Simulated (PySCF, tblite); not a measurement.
**C6H9NSSi: geometry, infrared bands and NMR shifts**

Aim: predict the infrared bands and NMR shifts of C6H9NSSi (`CC(=S)[SiH2]n1cccc1`).

Programs: tblite 0.8.0 and PySCF 2.14.0, with density-fitted response routines of our own. Each step states its level of theory. These are calculated values for one molecule in the gas phase, unless marked as measured. Atoms count from 0, in the outputs and in this text.

### 1 Starting geometry

18 atoms, charge 0, multiplicity 1; geometry from: force field or distance geometry start.

Bonds of the start (Å): C0–C1 1.49, C1–S2 1.45, C1–Si3 1.86, Si3–N4 1.77, N4–C5 1.37, C5–C6 1.36, C6–C7 1.38, C7–C8 1.38, C8–N4 1.34, C0–H9 1.13, C0–H10 1.09, C0–H11 1.10, Si3–H12 1.48, Si3–H13 1.47, C5–H14 1.09, C6–H15 1.08, C7–H16 1.08, C8–H17 1.10.

### 2 Geometry optimisation with GFN2-xTB

Job settings and geometry (Å):

```
{"job": {"kind": "relax", "xc": "GFN2-xTB", "basis": "xTB"}, "charge": 0, "multiplicity": 1}
C     -3.129200     0.596700     0.244800
C     -2.052400    -0.420100     0.048500
S     -2.001800    -1.594300     0.898500
Si    -0.771200    -0.142000    -1.268600
N      0.875700    -0.153800    -0.614100
C      1.904300     0.497100    -1.235100
C      3.050400     0.321800    -0.518800
C      2.753200    -0.456700     0.583700
C      1.401600    -0.733900     0.478200
H     -3.846000     0.381000    -0.606700
H     -3.660600     0.476900     1.191400
H     -2.676900     1.592700     0.111700
H     -1.020100     1.146600    -1.943000
H     -0.958000    -1.208600    -2.258400
H      1.808300     1.075400    -2.151600
H      4.007500     0.737500    -0.781100
H      3.460200    -0.766900     1.336300
H      0.846100    -1.343200     1.207800
```

Run with:

```
OMP_NUM_THREADS=1 python probes_run.py task.json out
```

The driver reads the jobs from task.json and runs them one after another.

What it wrote:

```text
step      E/eV     max force
  0    -687.70308   12.253
  1    -688.27459    5.864
  2    -688.65139    3.097
  3    -688.75701    1.728
  4    -688.79187    0.388
  5    -688.80957    0.392
  6    -688.83964    0.336
  7    -688.84328    0.180
  8    -688.84709    0.207
  9    -688.85328    0.305
 10    -688.85677    0.209
 11    -688.85916    0.106
 12    -688.86058    0.109
 13    -688.86191    0.151
 14    -688.86305    0.105
 15    -688.86398    0.065
 16    -688.86477    0.067
 17    -688.86538    0.072
 18    -688.86577    0.054
 19    -688.86608    0.055
 20    -688.86643    0.061
 21    -688.86689    0.076
 22    -688.86745    0.072
 23    -688.86812    0.085
 24    -688.86888    0.082
 25    -688.86969    0.115
 26    -688.87046    0.097
 27    -688.87113    0.061
 28    -688.87167    0.062
 29    -688.87208    0.058
 30    -688.87236    0.046
 31    -688.87254    0.035
 32    -688.87273    0.040
 33    -688.87295    0.056
 34    -688.87319    0.058
 35    -688.87339    0.033
 36    -688.87356    0.033
 37    -688.87372    0.039
 38    -688.87390    0.052
 39    -688.87409    0.039
 40    -688.87426    0.038
 41    -688.87443    0.039
 42    -688.87465    0.062
 43    -688.87493    0.066
 44    -688.87523    0.047
 45    -688.87555    0.046
 46    -688.87589    0.052
 47    -688.87629    0.066
 48    -688.87672    0.052
 49    -688.87712    0.057
 50    -688.87751    0.065
 51    -688.87797    0.072
 52    -688.87847    0.066
 53    -688.87892    0.054
 54    -688.87928    0.083
 55    -688.87958    0.066
 56    -688.87996    0.056
 57    -688.88056    0.059
 58    -688.88094    0.048
 59    -688.88163    0.050
 60    -688.88227    0.069
 61    -688.88272    0.064
 62    -688.88324    0.070
 63    -688.88362    0.046
 64    -688.88408    0.036
 65    -688.88429    0.037
 66    -688.88474    0.038
 67    -688.88501    0.032
 68    -688.88524    0.037
 69    -688.88541    0.042
 70    -688.88560    0.036
 71    -688.88582    0.035
 72    -688.88606    0.029
 73    -688.88626    0.035
 74    -688.88643    0.037
 75    -688.88662    0.034
 76    -688.88682    0.033
 77    -688.88704    0.037
 78    -688.88731    0.038
 79    -688.88761    0.032
 80    -688.88785    0.035
 81    -688.88804    0.035
 82    -688.88823    0.033
 83    -688.88842    0.074
 84    -688.88861    0.072
 85    -688.88905    0.050
 86    -688.88959    0.047
 87    -688.88994    0.049
 88    -688.89044    0.067
 89    -688.89116    0.067
 90    -688.89180    0.094
 91    -688.89307    0.110
 92    -688.89391    0.073
 93    -688.89512    0.095
 94    -688.89619    0.124
 95    -688.89756    0.083
 96    -688.89853    0.180
 97    -688.90015    0.068
 98    -688.90117    0.069
 99    -688.90264    0.071
100    -688.90352    0.076
101    -688.90431    0.103
102    -688.90508    0.085
103    -688.90584    0.112
104    -688.90678    0.079
105    -688.90793    0.115
106    -688.90963    0.112
107    -688.91124    0.116
108    -688.91268    0.121
109    -688.91318    0.158
110    -688.91402    0.274
111    -688.91474    0.171
112    -688.91602    0.057
113    -688.91690    0.074
114    -688.91799    0.075
115    -688.92019    0.058
116    -688.92117    0.062
117    -688.92245    0.079
118    -688.92334    0.194
119    -688.92396    0.145
120    -688.92531    0.107
121    -688.92625    0.110
122    -688.92698    0.082
123    -688.92754    0.059
124    -688.92803    0.034
125    -688.92846    0.041
126    -688.92888    0.059
127    -688.92891    0.103
128    -688.92945    0.045
129    -688.92961    0.041
130    -688.92994    0.031
131    -688.93016    0.035
132    -688.93063    0.049
133    -688.93106    0.049
134    -688.93146    0.044
135    -688.93182    0.050
136    -688.93212    0.055
137    -688.93232    0.049
138    -688.93248    0.043
139    -688.93264    0.036
140    -688.93278    0.028
141    -688.93290    0.022
142    -688.93300    0.020
143    -688.93309    0.021
144    -688.93318    0.027
145    -688.93330    0.028
146    -688.93341    0.025
147    -688.93349    0.015
148    -688.93354    0.020
149    -688.93358    0.021
150    -688.93360    0.018
151    -688.93362    0.015
152    -688.93364    0.016
153    -688.93366    0.017
154    -688.93369    0.016
155    -688.93372    0.014
156    -688.93375    0.012
157    -688.93378    0.013
158    -688.93383    0.018
159    -688.93389    0.020
160    -688.93400    0.023
161    -688.93414    0.031
162    -688.93433    0.036
163    -688.93455    0.035
164    -688.93476    0.028
165    -688.93471    0.062
166    -688.93493    0.021
167    -688.93496    0.039
168    -688.93503    0.015
169    -688.93510    0.013
170    -688.93513    0.013
171    -688.93515    0.007
```

Wall time 1.6 s (1 thread of Arm Neoverse V1, shared host).

The steps of the relaxation: (not every step is listed)

| step | energy from step 0 (eV) | largest force (eV/Å) |
| --- | --- | --- |
| 0 | 0.0000 | 12.2528 |
| 1 | -0.5715 | 5.8637 |
| 2 | -0.9483 | 3.0970 |
| 3 | -1.0539 | 1.7278 |
| 4 | -1.0888 | 0.3879 |
| 5 | -1.1065 | 0.3919 |
| 6 | -1.1366 | 0.3362 |
| 7 | -1.1402 | 0.1798 |
| 8 | -1.1440 | 0.2075 |
| 23 | -1.1650 | 0.0846 |
| 38 | -1.1708 | 0.0519 |
| 53 | -1.1758 | 0.0541 |
| 68 | -1.1822 | 0.0375 |
| 83 | -1.1853 | 0.0742 |
| 98 | -1.1981 | 0.0690 |
| 113 | -1.2138 | 0.0735 |
| 128 | -1.2264 | 0.0453 |
| 143 | -1.2300 | 0.0210 |
| 158 | -1.2307 | 0.0182 |
| 166 | -1.2319 | 0.0209 |
| 167 | -1.2319 | 0.0388 |
| 168 | -1.2319 | 0.0146 |
| 169 | -1.2320 | 0.0129 |
| 170 | -1.2320 | 0.0129 |
| 171 | -1.2321 | 0.0073 |

Distances of close pairs at the start and the end, largest changes first:

| bond | before (Å) | after (Å) | change (Å) |
| --- | --- | --- | --- |
| C1–S2 | 1.450 | 1.628 | +0.178 |
| C1–Si3 | 1.858 | 1.902 | +0.044 |
| C0–H9 | 1.134 | 1.091 | -0.042 |
| C6–C7 | 1.382 | 1.417 | +0.035 |
| N4–C8 | 1.344 | 1.374 | +0.030 |
| C8–H17 | 1.101 | 1.073 | -0.028 |
| Si3–N4 | 1.772 | 1.746 | -0.026 |
| C7–C8 | 1.384 | 1.360 | -0.024 |

The next job starts from the end point, and lists it.

### 3 Infrared spectrum with GFN2-xTB

Job settings and geometry (Å):

```
{"job": {"kind": "ir", "xc": "GFN2-xTB", "basis": "xTB"}, "charge": 0, "multiplicity": 1}
C     -2.279804     0.612893     0.600002
C     -2.158830    -0.594052    -0.258000
S     -3.200152    -1.837316    -0.109898
Si    -0.797177    -0.661533    -1.584273
N      0.680095    -0.173990    -0.791029
C      1.697778     0.559349    -1.345142
C      2.715887     0.672789    -0.451575
C      2.321763    -0.029295     0.714164
C      1.082248    -0.532784     0.472593
H     -2.493727     1.480306    -0.026958
H     -3.070165     0.500044     1.339860
H     -1.330936     0.810290     1.100751
H     -1.079393     0.347631    -2.605172
H     -0.679845    -2.019123    -2.107416
H      1.602876     0.943733    -2.341024
H      3.640817     1.196411    -0.594046
H      2.894477    -0.139434     1.614054
H      0.445328    -1.129601     1.096692
```

What it wrote:

```text
mode    cm-1     km/mol
  1      17.1      3.12
  2      45.9      1.57
  3      78.3      0.52
  4     120.9      1.70
  5     146.9      3.26
  6     194.6      1.80
  7     219.7      0.39
  8     304.7      1.02
  9     344.3     13.50
 10     494.3     26.87
 11     507.7     89.66
 12     566.9      1.87
 13     575.8      0.73
 14     586.1      8.53
 15     590.0      9.84
 16     724.5    404.72
 17     749.8    193.16
 18     774.4      3.19
 19     785.3     21.20
 20     825.3      2.45
 21     836.6      0.34
 22     841.5      0.12
 23     922.0      8.37
 24     927.8     26.32
 25     954.4      1.22
 26    1075.6     22.79
 27    1082.4      2.49
 28    1098.9     46.46
 29    1151.2      9.63
 30    1194.6      5.64
 31    1206.7     43.41
 32    1252.6    214.09
 33    1318.2      4.70
 34    1375.3     22.83
 35    1403.9     37.12
 36    1446.6     10.69
 37    1456.7      6.54
 38    1472.8    145.82
 39    1570.5      0.40
 40    2274.5    266.32
 41    2308.8    195.60
 42    2976.3      4.63
 43    2995.2      1.64
 44    3027.3     17.25
 45    3145.8     17.50
 46    3155.0     12.53
 47    3164.0     61.18
 48    3172.6     31.41
```

Wall time 0.85 s (1 thread of Arm Neoverse V1, shared host).

Which atoms move in the most intense modes:

| cm⁻¹ | km/mol | atoms |
| --- | --- | --- |
| 508 | 89.7 | H12 33 %, H13 27 %, Si3 20 %, C1 12 % |
| 724 | 404.7 | H13 43 %, H12 38 %, Si3 14 % |
| 750 | 193.2 | H12 47 %, H13 46 % |
| 1253 | 214.1 | N4 44 %, C6 19 %, C7 19 % |
| 1473 | 145.8 | C8 29 %, C5 29 %, C7 12 %, C6 12 % |
| 2274 | 266.3 | H12 95 % |
| 2309 | 195.6 | H13 95 % |
| 3164 | 61.2 | H16 47 %, H14 33 % |

### 4 NMR shieldings: PBE0/pcSseg-1

The job, as its differences from that of step 3:

```diff
@@ -1,2 +1,2 @@
-{"job": {"kind": "ir", "xc": "GFN2-xTB", "basis": "xTB"}, "charge": 0, "multiplicity": 1}
+{"job": {"kind": "nmr", "xc": "PBE0", "basis": "pcSseg-1"}, "charge": 0, "multiplicity": 1}
 C     -2.279804     0.612893     0.600002
```

Level: GIAO PBE0/pcSseg-1 NMR shielding, non-relativistic, gas phase.

What it wrote:

```text
coarse grid: 16408 points
cycle   1  E = -975.6917595378  dE =  1.452e+00  |g| = 4.691e-01  |ddm| = 4.099e+00
cycle   2  E = -975.6271456629  dE =  6.461e-02  |g| = 6.863e-01  |ddm| = 1.234e+00
cycle   3  E = -975.7474464884  dE = -1.203e-01  |g| = 1.688e-01  |ddm| = 8.503e-01
cycle   4  E = -975.7544137927  dE = -6.967e-03  |g| = 5.217e-02  |ddm| = 2.115e-01
cycle   5  E = -975.7550756833  dE = -6.619e-04  |g| = 1.637e-02  |ddm| = 6.864e-02
cycle   6  E = -975.7551400970  dE = -6.441e-05  |g| = 6.292e-03  |ddm| = 2.139e-02
cycle   7  E = -975.7551490050  dE = -8.908e-06  |g| = 1.676e-03  |ddm| = 6.277e-03
final grid: 150264 points
cycle   8  E = -975.8086937070  dE = -2.720e-05  |g| = 1.102e-02  |ddm| = 3.414e-02
cycle   9  E = -975.8086321622  dE =  6.154e-05  |g| = 1.878e-02  |ddm| = 2.790e-02
cycle  10  E = -975.8087206283  dE = -8.847e-05  |g| = 3.491e-03  |ddm| = 2.077e-02
cycle  11  E = -975.8087239701  dE = -3.342e-06  |g| = 3.470e-04  |ddm| = 3.753e-03
cycle  12  E = -975.8087239898  dE = -1.964e-08  |g| = 1.613e-04  |ddm| = 3.707e-04
cycle  13  E = -975.8087239948  dE = -4.979e-09  |g| = 4.694e-05  |ddm| = 1.442e-04
cycle  14  E = -975.8087239952  dE = -4.709e-10  |g| = 2.141e-05  |ddm| = 6.512e-05
converged SCF energy = -975.8087239952

GIAO shielding tensors (ppm)
atom      isotropic    diamagn.    paramagn.     s11        s22        s33       span
  0 C      134.434     248.796    -114.362     96.761    129.024    177.517     80.757
  1 C     -139.445     262.647    -402.092   -331.436   -249.946    163.049    494.485
  2 S    -1003.381    1055.602   -2058.983  -3004.880   -616.902    611.639   3616.519
  3 Si     393.342     881.531    -488.189    339.908    387.789    452.329    112.421
  4 N       95.677     330.486    -234.809     12.281     67.265    207.484    195.203
  5 C       59.186     249.458    -190.272    -21.717     64.555    134.721    156.438
  6 C       69.171     257.478    -188.307    -14.284     59.508    162.289    176.573
  7 C       67.239     256.164    -188.925    -17.554     57.512    161.760    179.314
  8 C       60.601     253.327    -192.726    -21.133     63.415    139.521    160.654
  9 H       28.209      29.606      -1.397     24.639     28.410     31.577      6.939
 10 H       28.132      30.155      -2.023     25.805     26.917     31.673      5.868
 11 H       27.649      32.090      -4.441     22.809     28.380     31.756      8.947
 12 H       26.208      29.971      -3.763     23.278     25.263     30.085      6.808
 13 H       26.506      29.144      -2.638     22.947     24.988     31.585      8.638
 14 H       24.882      30.336      -5.454     21.590     25.770     27.287      5.697
 15 H       25.034      31.007      -5.973     22.765     25.496     26.840      4.076
 16 H       24.958      31.981      -7.023     22.617     25.401     26.857      4.240
 17 H       25.170      33.465      -8.296     21.834     25.516     28.160      6.326
```

Run time: 62 s. Hardware: 1 thread of Arm Neoverse V1, shared host; peak memory 0.93 GiB.

Shifts follow as δ = σ(reference) − σ, with reference shieldings (ppm) from runs at the same level and on the same kind of geometry: ¹H TMS 31.72, ¹³C TMS 186.9, ²⁹Si TMS 349.2, ¹⁵N NH3 267.7, ³³S CS2 504. The references are single molecules in the gas phase, so shifts against H2O, NH3, PH3, H3PO4 or CFCl3 are not on the usual liquid scales and can be off by tens of ppm. Atoms listed in one row are averaged.

| atoms | environment | σ (ppm) | δ (ppm) | δ scaled to CDCl3 |
| --- | --- | --- | --- | --- |
| C1 | thiocarbonyl carbon | -139.4 | 326.4 | 312.2 |
| C5, C8 | aromatic CH next to a ring nitrogen | 59.9 | 127.0 | 122.1 |
| C6, C7 | aromatic CH | 68.2 | 118.7 | 114.0 |
| C0 | methyl carbon | 134.4 | 52.5 | 49.3 |
| H15, H16 | hydrogen on an aromatic CH | 25.00 | 6.72 | 6.44 |
| H14, H17 | hydrogen on an aromatic CH next to a ring nitrogen | 25.03 | 6.69 | 6.41 |
| H12, H13 | hydrogen on a silicon bonded to C, N | 26.36 | 5.36 | – |
| H9, H10, H11 | hydrogen on a methyl carbon | 28.00 | 3.72 | 3.61 |
| S2 | thione sulfur | -1003 | 1507 | – |
| Si3 | silicon bonded to C, N, 2 H | 393.3 | -44.2 | – |
| N4 | pyrrole-type ring nitrogen | 95.7 | 172.1 | – |

The scaled column applies a straight-line fit of computed shieldings to shifts measured in CDCl3, with any fitted terms for Cl, Br or S neighbours (root-mean-square error 0.16 ppm for H, 1.9 ppm for C).

The run also stored atomic charges by several schemes (e):

| atoms | Mulliken | IAO | Hirshfeld | ESP fit |
| --- | --- | --- | --- | --- |
| C0 | -0.16 | -0.43 | -0.12 | -0.13 |
| C1 | -0.61 | -0.30 | -0.03 | -0.03 |
| S2 | -0.02 | -0.03 | -0.09 | -0.17 |
| Si3 | 0.89 | 0.89 | 0.39 | 0.45 |
| N4 | -0.71 | -0.36 | -0.11 | 0.12 |
| C5, C8 | 0.14 | -0.12 | -0.04 | -0.29 |
| C6, C7 | -0.16 | -0.22 | -0.09 | -0.20 |

Mayer bond orders: C0–C1 1.00, C1–S2 1.90, C1–Si3 0.79, Si3–N4 0.82, N4–C5 1.12, C5–C6 1.56, C6–C7 1.33, C7–C8 1.56, C8–N4 1.11.

Ring of atoms N4, C5, C6, C7, C8: NICS(0) -12.7, NICS(1) -10.8, NICS(1)zz -29.8 ppm (means of both faces).

Orbitals, density, ELF and potential are computed afterwards from the orbital file.

Frontier orbitals at PBE0/pcSseg-1, with the share of their density that lies nearest to each atom:

| orbital | energy (eV) | lies on |
| --- | --- | --- |
| HOMO | -6.43 | C5, C8 about 28 % each; C6, C7 about 12 % each |
| LUMO | -2.68 | S2 43 %; C1 40 % |

ELF in a plane through or near 7 of the atoms.

Ten even steps from ' ' (0.00) to '@' (1.00):
```
                                                        
                                                        
                                                        
                                                        
                                ..    ..--::            
                ..::--::..    **@@##::##@@@@++          
              ..::======::  ..@@@@@@++@@@@@@%%          
            ..::++++--::::    @@@@@@::%%@@@@++          
      ..**%%**++##**..  ....  ==%%##**::##**            
      ##@@@@@@++--**..  --++..    --##**--              
      ##@@@@@@++++%%++++**##::    ::====..              
      ::##%%**==**==..**++++::..::::::::....            
          ..  ..==++++++....::==++::........            
                ##@@@@##    @@@@@@%%..                  
                ##@@@@##  ::@@@@@@@@--                  
                ::####..  ::@@@@@@@@==                  
                          ..@@@@@@@@::                  
                            ..::::..                    
                                                        
                                                        
```
The map spans 12.7 Å across and 9.8 Å up, centred on the molecule. Atoms in the plane (x, y in Å): C0 (2.2, 0.9), C5 (-1.8, -0.9), H10 (3.1, 1.6), H11 (1.3, 1.4), H12 (0.9, -2.3), H14 (-1.8, -1.9), H15 (-3.8, 0.0).

On the surface of density 0.002 e/bohr³ the electrostatic potential runs, from the 1st to the 99th percentile, from -0.90 V near S2 to 1.32 V near H12.

### 5 Summary of results

| quantity | value |
| --- | --- |
| strongest single infrared mode (GFN2-xTB) | 724 cm⁻¹, 405 km/mol |
| zero-point energy (GFN2-xTB) | 82.1 kcal/mol |
| ¹³C shifts against TMS (PBE0/pcSseg-1, means over atoms taken as alike) | 326.4, 127.0, 118.7, 52.5 ppm |
| ¹H shifts against TMS (PBE0/pcSseg-1, means over atoms taken as alike) | 6.72, 6.69, 5.36, 3.72 ppm |
| ³³S shifts against CS2 (PBE0/pcSseg-1) | 1507 ppm |
| ²⁹Si shifts against TMS (PBE0/pcSseg-1) | -44.2 ppm |
| ¹⁵N shifts against NH3 (PBE0/pcSseg-1) | 172.1 ppm |
| surface potential, 1st and 99th percentile | -0.90 V and 1.32 V |

In words: Relaxing lowered the energy by 1.232 eV in 171 steps; the close pair that moved most is C1–S2, from 1.450 to 1.628 Å. All 48 modes are real, so the xTB geometry is a minimum. The strongest single mode, at 724 cm⁻¹, moves mainly H13 and H12. Unscaled tight-binding wavenumbers are off by several per cent, some by more. Its intensities can rank the bands wrongly. C1 (thiocarbonyl carbon) lies farthest downfield among carbon, at 326.4 ppm; low-lying n→π* states of the double bond to the heteroatom give a large paramagnetic term (-402 ppm). At PBE0/pcSseg-1: The widest tensor belongs to S2: span 3617 ppm, with a paramagnetic part of -2059 ppm. NICS(1)zz of -30 ppm above the planar ring from N4 marks a diatropic (aromatic) ring current. By nearest atom (PBE0/pcSseg-1), the HOMO sits on C5, C8 about 28 % each; C6, C7 about 12 % each and the LUMO on S2 43 %; C1 40 %.
